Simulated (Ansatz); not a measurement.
**C₂H₈BrGaGeOZn: shape, modes and thermochemistry**

The task is to find a stationary geometry of C₂H₈BrGaGeOZn, then compute its harmonic vibrations to see whether it is a minimum and to get the zero-point energy and entropy.

The runs use Ansatz 0.2.0, Gaussian basis; RKS PBE0-D4/def2-TZVP.

Levels to be run: relaxation at PBE0-D4/def2-TZVP; harmonic vibrations at the same level.

1 further run of the same task is left out (set aside as unsound or not needed).

## 1. The system as given

SMILES `[CH3][GeH2][Ga]([CH2]O)[Zn][Br]`, 15 atoms, charge 0, spin multiplicity 1.

Atoms are counted from 1 here; the program's logs count them from 0.

Bond lengths: C1–Ge2 1.992 Å, C1–H8 1.088 Å, C1–H9 1.088 Å, C1–H10 1.086 Å, Ge2–Ga3 2.527 Å, Ge2–H11 1.535 Å, Ge2–H12 1.532 Å, Ga3–C4 2.107 Å, Ga3–Zn6 2.481 Å, C4–O5 1.465 Å, C4–H13 1.098 Å, C4–H14 1.100 Å, O5–H15 0.966 Å, Zn6–Br7 2.365 Å. Angles: Ge2–C1–H8 110.2°, Ge2–C1–H9 110.5°, Ge2–C1–H10 111.1°, H8–C1–H9 108.1°, H8–C1–H10 108.5°, H9–C1–H10 108.4°, C1–Ge2–Ga3 112.4°, C1–Ge2–H11 105.2°, C1–Ge2–H12 105.6°, Ga3–Ge2–H11 116.8°, Ga3–Ge2–H12 115.4°, H11–Ge2–H12 100.0°, Ge2–Ga3–C4 121.9°, Ge2–Ga3–Zn6 143.8°, C4–Ga3–Zn6 91.6°, Ga3–C4–O5 87.3°, Ga3–C4–H13 123.8°, Ga3–C4–H14 117.3° and more.

Coordinates:

```xyz
15

C     0.4642   -2.6860   -0.9104
Ge    1.6501   -1.0866   -0.9804
Ga    0.5513    0.9724   -0.0115
C    -1.5382    1.2403   -0.0443
O    -1.4210    1.7764    1.3139
Zn    0.8278    2.7977    1.6464
Br    0.2154    4.1832    3.4625
H    -0.4785   -2.4771   -1.4114
H     0.2464   -2.9535    0.1210
H     0.9297   -3.5395   -1.3950
H     2.9690   -1.5355   -0.3361
H     2.0958   -0.9677   -2.4417
H    -2.0499    1.9751   -0.6793
H    -2.1638    0.3361   -0.0059
H    -2.2984    1.9646    1.6722
```

The start is a GFN2-xTB geometry.

## 2. Geometry optimisation, PBE0-D4/def2-TZVP

Contents of in.yaml:

```yaml
crystal:
  periodic: [false, false, false]
  atoms:
    - {symbol: C, position_ang: [0.464230, -2.685960, -0.910430]}
    - {symbol: Ge, position_ang: [1.650140, -1.086610, -0.980360]}
    - {symbol: Ga, position_ang: [0.551300, 0.972390, -0.011550]}
    - {symbol: C, position_ang: [-1.538250, 1.240280, -0.044310]}
    - {symbol: O, position_ang: [-1.421020, 1.776440, 1.313950]}
    - {symbol: Zn, position_ang: [0.827810, 2.797670, 1.646360]}
    - {symbol: Br, position_ang: [0.215370, 4.183150, 3.462450]}
    - {symbol: H, position_ang: [-0.478500, -2.477050, -1.411360]}
    - {symbol: H, position_ang: [0.246440, -2.953460, 0.121040]}
    - {symbol: H, position_ang: [0.929700, -3.539530, -1.395040]}
    - {symbol: H, position_ang: [2.969040, -1.535470, -0.336140]}
    - {symbol: H, position_ang: [2.095820, -0.967720, -2.441670]}
    - {symbol: H, position_ang: [-2.049860, 1.975130, -0.679280]}
    - {symbol: H, position_ang: [-2.163810, 0.336110, -0.005870]}
    - {symbol: H, position_ang: [-2.298410, 1.964640, 1.672190]}
basis:
  gaussian: {orbitals: def2-TZVP}
hamiltonian: {xc: pbe0, dispersion: d4}
relax: {f_tol: 0.005, max_steps: 150}
```

Started as:

```sh
$ ansatz run in.yaml --threads 5 --pin off --events-out ev --progress --plain --max-ram 66560MiB --backend cuda --devices 0, --max-vram 37GiB
```

Further steps of the session: Harmonic vibrations.

Before running them: what should the planned runs give, taken together? Wanted: point group; shift from the start; total energy; dispersion term; dipole moment; lowest, highest wavenumber; zero-point energy.

As calculated:

| quantity | value |
| --- | --- |
| point group | Cs |
| steps | 48 |
| shift from the start (rms) | 0.964 Å |
| total energy | -231584.3878 eV |
| dispersion term | -330 meV |
| dipole moment | 5.12 D |
| lowest, highest wavenumber | 16, 3834 cm⁻¹ |
| zero-point energy | 249.0 kJ/mol |
| entropy at 298.15 K | 546.1 J/(mol K) |

What this shows: The atoms moved 0.96 Å (rms) from the start; the bond that changed most is Ga3–C4, from 2.107 to 1.994 Å. All wavenumbers are real, so the end point is a minimum. The stiffest mode, 3834 cm⁻¹, is an O–H stretch, and 10 modes under 200 cm⁻¹ make the vibrational entropy uncertain. Harmonic hybrid wavenumbers usually lie a few per cent above measured fundamentals. The largest Mulliken charge, -0.48 e, sits on C1.
